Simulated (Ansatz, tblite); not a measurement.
# C12H21N: one state, many levels

How do method and basis change the picture of C12H21N (singlet)?

Method: as each input shows; program: Ansatz 0.2.0, Gaussian basis.

The runs, in order: GFN1-xTB, GFN2-xTB, PBE-D4/def2-TZVP, r2SCAN-D4/def2-TZVP, B97M-V/def2-TZVP, revPBE-D4/def2-TZVP, PBE-D4/def2-SVP, PBE0-D4/def2-SVP, HF/6-31G, B3LYP-D4/6-31G, MP2/def2-SVP.

3 further runs of the same task are left out: 3 that didn't finish. Runs told in other sessions of the task aren't counted.

**1. The relaxed structure**

The singlet was relaxed beforehand with PBE-D4/def2-SVP.

SMILES `[C-]#[N+]CCCCCCCCCC=C`, 34 atoms, charge 0, spin multiplicity 1.

Bond lengths: C1–N2 1.186 Å, N2–C3 1.420 Å, C3–C4 1.535 Å, C3–H14 1.112 Å, C3–H15 1.112 Å, C4–C5 1.530 Å, C4–H16 1.111 Å, C4–H17 1.111 Å, C5–C6 1.533 Å, C5–H18 1.114 Å, C5–H19 1.112 Å, C6–C7 1.534 Å, C6–H20 1.112 Å, C6–H21 1.114 Å, C7–C8 1.533 Å, C7–H22 1.112 Å, C7–H23 1.114 Å, C8–C9 1.533 Å and more. Angles: C1–N2–C3 178.2°, N2–C3–C4 112.7°, N2–C3–H14 108.5°, N2–C3–H15 108.5°, C4–C3–H14 110.3°, C4–C3–H15 110.2°, H14–C3–H15 106.5°, C3–C4–C5 112.4°, C3–C4–H16 108.8°, C3–C4–H17 108.8°, C5–C4–H16 110.2°, C5–C4–H17 110.3°, H16–C4–H17 106.2°, C4–C5–C6 113.1°, C4–C5–H18 109.5°, C4–C5–H19 109.2°, C6–C5–H18 109.1°, C6–C5–H19 109.9° and more.

PBE0-D4/def2-TZVP was run before; its log isn't repeated, and its numbers join the tables.

**2. GFN1-xTB**

Tight binding, by tblite at 300 K electronic temperature and without a spin-polarisation term:

```python
tblite.interface.Calculator('GFN1-xTB', numbers, positions, charge=0, uhf=0).singlepoint()
```

Energy -1082.7900 eV, HOMO -11.07 eV, LUMO -6.63 eV; 0.037 s.

**3. GFN2-xTB**

Tight binding, by tblite at 300 K electronic temperature and without a spin-polarisation term:

```python
tblite.interface.Calculator('GFN2-xTB', numbers, positions, charge=0, uhf=0).singlepoint()
```

Energy -1067.3773 eV, HOMO -10.71 eV, LUMO -5.87 eV; 0.024 s.

**4. PBE-D4/def2-TZVP**

start.molden holds the orbitals of an earlier run on this state, given as this run's starting guess.

in.yaml

```yaml
crystal:
  periodic: [false, false, false]
  atoms:
    - {symbol: C, position_ang: [-6.923822, -1.988886, 0.325425]}
    - {symbol: N, position_ang: [-5.843026, -1.625994, 0.651586]}
    - {symbol: C, position_ang: [-4.547089, -1.166125, 1.005551]}
    - {symbol: C, position_ang: [-3.935947, -0.243628, -0.058398]}
    - {symbol: C, position_ang: [-2.542324, 0.253575, 0.331225]}
    - {symbol: C, position_ang: [-1.914623, 1.172119, -0.723540]}
    - {symbol: C, position_ang: [-0.547657, 1.752601, -0.338489]}
    - {symbol: C, position_ang: [0.574437, 0.719976, -0.182424]}
    - {symbol: C, position_ang: [1.940708, 1.350850, 0.109953]}
    - {symbol: C, position_ang: [3.078590, 0.351251, 0.357277]}
    - {symbol: C, position_ang: [3.442810, -0.504030, -0.857994]}
    - {symbol: C, position_ang: [4.592424, -1.459284, -0.681531]}
    - {symbol: C, position_ang: [5.314244, -1.655207, 0.436100]}
    - {symbol: H, position_ang: [-3.892322, -2.049644, 1.171066]}
    - {symbol: H, position_ang: [-4.615435, -0.636237, 1.980881]}
    - {symbol: H, position_ang: [-3.891909, -0.791829, -1.023777]}
    - {symbol: H, position_ang: [-4.619810, 0.616853, -0.220727]}
    - {symbol: H, position_ang: [-2.599154, 0.797177, 1.301955]}
    - {symbol: H, position_ang: [-1.880254, -0.621555, 0.514091]}
    - {symbol: H, position_ang: [-2.618003, 2.008181, -0.931399]}
    - {symbol: H, position_ang: [-1.820625, 0.613826, -1.682551]}
    - {symbol: H, position_ang: [-0.244445, 2.493924, -1.110248]}
    - {symbol: H, position_ang: [-0.647064, 2.331924, 0.607785]}
    - {symbol: H, position_ang: [0.627215, 0.106527, -1.109716]}
    - {symbol: H, position_ang: [0.327830, 0.007037, 0.636127]}
    - {symbol: H, position_ang: [2.218724, 2.026192, -0.731216]}
    - {symbol: H, position_ang: [1.843602, 2.010195, 1.000552]}
    - {symbol: H, position_ang: [3.982433, 0.907515, 0.687505]}
    - {symbol: H, position_ang: [2.805124, -0.313804, 1.206958]}
    - {symbol: H, position_ang: [3.668257, 0.161604, -1.724775]}
    - {symbol: H, position_ang: [2.557637, -1.092994, -1.192615]}
    - {symbol: H, position_ang: [4.848303, -2.050246, -1.580701]}
    - {symbol: H, position_ang: [6.140013, -2.382916, 0.458752]}
    - {symbol: H, position_ang: [5.121154, -1.098970, 1.367300]}
basis:
  gaussian: {orbitals: def2-TZVP, initial_orbitals: start.molden}
hamiltonian: {xc: pbe, dispersion: d4}
scf: {omitted_lower_state_checks: [starts]}
output: {orbitals: {seedname: orbitals}}
```

Command:

```bash
> ansatz run in.yaml --threads 4 --pin off --events-out ev --progress --plain --max-ram 6963MiB
```

Further steps of the session: r2SCAN-D4/def2-TZVP; B97M-V/def2-TZVP; revPBE-D4/def2-TZVP; PBE-D4/def2-SVP; PBE0-D4/def2-SVP; HF/6-31G; B3LYP-D4/6-31G; MP2/def2-SVP.

**Question.** What will the summary of the whole plan be? Wanted: gap in def2-TZVP, named functionals, smallest and largest; correlation energy, MP2/def2-SVP; binding an atom, functionals in def2-TZVP; PBE0 total energy, smallest basis above largest.

As calculated:

| quantity | value |
| --- | --- |
| gap in def2-TZVP, named functionals, smallest and largest | 5.50 eV (PBE-D4), 7.66 eV (PBE0-D4) |
| correlation energy, MP2/def2-SVP | -49.61 eV |
| binding an atom, functionals in def2-TZVP | 4.31 (B97M-V) to 4.42 eV (PBE-D4) |
| PBE0 total energy, smallest basis above largest | 14.99 eV (def2-SVP, def2-TZVP) |

In words: Over the named functionals in def2-TZVP the gap runs from 5.50 eV (PBE-D4) to 7.66 eV (PBE0-D4); exact exchange widens it.
